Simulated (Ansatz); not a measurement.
# PtC3: one candidate structure

Aim: relax PtC3 from this start, Ni3Sn (D0_19) type (P6_3/mmc, No. 194), and see where it ends.

Computed with Ansatz 0.2.0 (DFT PBE, scalar-relativistic, plane waves, PAW, unless a step's input says otherwise).

1 further run of the same task is left out (it didn't finish).

### Step 1. The starting structure

Symmetry: P6_3/mmc, No. 194, hexagonal system. Conventional cell: a = 4.801 Å, b = 4.801 Å, c = 3.854 Å, α = 90.00°, β = 90.00°, γ = 120.00°. Pt (site symmetry -6m2) is surrounded by 12 C at 2.37 to 2.40 Å. C (site symmetry mm2) is surrounded by 4 Pt at 2.37 to 2.40 Å and 8 C at 2.38 to 2.41 Å.

Structure file:

```xyz
8
Lattice="4.8010 0.0000 0.0000 -2.4005 4.1578 0.0000 0.0000 0.0000 3.8536" Properties=species:S:1:pos:R:3 pbc="T T T"
Pt    0.0000    2.7719    0.9634
Pt    2.4005    1.3859    2.8902
C     2.4005    2.7691    0.9634
C    -1.1979    3.4635    2.8902
C     1.2027    0.6944    0.9634
C     0.0000    1.3887    2.8902
C     3.5984    0.6944    0.9634
C     1.1979    3.4635    2.8902
```

(A quick probe on a coarse mesh, which set the mesh and smearing, is not shown.)

### Step 3. Coarse relaxation

Contents of input.yaml:

```yaml
crystal:
  lattice:
    - [4.8010418221, 0.0, 0.0]
    - [-2.4005209111, 4.1578241826, 0.0]
    - [0.0, 0.0, 3.8535768261]
  atoms:
    - { symbol: Pt, position: [0.3333333333, 0.6666666667, 0.25] }
    - { symbol: Pt, position: [0.6666666667, 0.3333333333, 0.75] }
    - { symbol: C, position: [0.833, 0.666, 0.25] }
    - { symbol: C, position: [0.167, 0.833, 0.75] }
    - { symbol: C, position: [0.334, 0.167, 0.25] }
    - { symbol: C, position: [0.167, 0.334, 0.75] }
    - { symbol: C, position: [0.833, 0.167, 0.25] }
    - { symbol: C, position: [0.666, 0.833, 0.75] }
basis:
  ecutwfc: 420
kpoints:
  mp_grid: { grid: [6, 6, 4] }
hamiltonian:
  xc: pbe
scf:
  occupations: { method: gaussian, width: 0.1 }
  lower_state_search: "off"
output:
  forces: true
  stress: true
  eigenvalues: true
relax:
  adjacent_minimum: "off"
  f_tol: 0.04
  max_steps: 70
  cell: { stress_tol: 0.4 }
```

Run with:

```
ansatz run input.yaml --threads 1 --pin off --max-ram 2560MiB --backend cpu --events-out ev --progress --plain --runs-dir out
```

Further runs follow: the relaxation; relaxing again on a mesh for the new cell.

What does the calculation give?

The runs gave:

Formation energies count from the elements, computed with the same settings in runs not shown here.

```
                          quantity                                                                       value
                              cell  a = 4.276 Å, b = 4.276 Å, c = 9.374 Å, α = 90.00°, β = 90.00°, γ = 120.00°
                       space group                                                          P6_3/mmc (No. 194)
                            volume                                                               18.55 Å³/atom
                   gap on the mesh                                                                none (metal)
formation energy from the elements                                                              +2.007 eV/atom
```

What this shows: The space group stayed P6_3/mmc, and from the first guess the volume went from 9.62 to 18.55 Å³/atom. The formation energy of +2.01 eV/atom is positive, so the elements lie lower than this structure; another structure of the compound can lie lower. The runs treat Pt without spin-orbit coupling. Layers here are held mostly by dispersion, which this level lacks, so their spacing and the stiffness across them are unreliable there.
